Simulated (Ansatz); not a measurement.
# Au (Gold): the cost of one run

Method: DFT PBEsol, scalar-relativistic, plane waves, PAW, in Ansatz 0.2.0.

The COD entry's cell or inner coordinates are ideal or old and differ from later refinements, so a difference from it is no clean test against experiment.

1 further run of the same task is left out (set aside as unsound or not needed).

## 1. The starting structure

It takes space group Fm-3m (No. 225, cubic). The conventional cell has a = 4.084 Å, b = 4.084 Å, c = 4.084 Å, α = 90.00°, β = 90.00°, γ = 90.00°. Au (site symmetry m-3m) is surrounded by 12 Au at 2.89 Å.

Coordinates:

```cif
data_structure
_symmetry_space_group_name_H-M 'P 1'
_symmetry_Int_Tables_number 1
_cell_length_a 2.8876
_cell_length_b 2.8876
_cell_length_c 2.8876
_cell_angle_alpha 60.000
_cell_angle_beta 60.000
_cell_angle_gamma 60.000
_cell_volume 17.03
loop_
_atom_site_label
_atom_site_type_symbol
_atom_site_fract_x
_atom_site_fract_y
_atom_site_fract_z
_atom_site_occupancy
Au1 Au 0.00000 0.00000 0.00000 1
```

It is the result of an earlier relaxation at this level (volume 17.03 Å³/atom; gap on the mesh: none (metal)).

## 2. Bulk reference on the slab's mesh

input.yaml

```yaml
crystal:
  lattice:
    - [2.8876281861, 0.0, 0.0]
    - [-1.4438140931, 2.5007593659, 0.0]
    - [1.4438140931, 0.8335864553, 2.357738541]
  atoms:
    - { symbol: Au, position: [0.0, 0.0, 0.0] }
basis:
  ecutwfc: 420
kpoints:
  mp_grid: { grid: [12, 12, 15] }
hamiltonian:
  xc: pbesol
scf:
  occupations: { method: gaussian, width: 0.1 }
output:
  forces: true
  stress: true
  eigenvalues: true
```

Command:

```console
$ ansatz run input.yaml --threads 1 --pin off --max-ram 2560MiB --backend cpu --events-out ev --progress --plain --runs-dir out
```

**Question.** How long does this run take on 1 thread of AMD EPYC 9R45 (Zen 5), shared host, and how much memory does it need?

About 3.1 s, with a peak of 0.52 GiB.
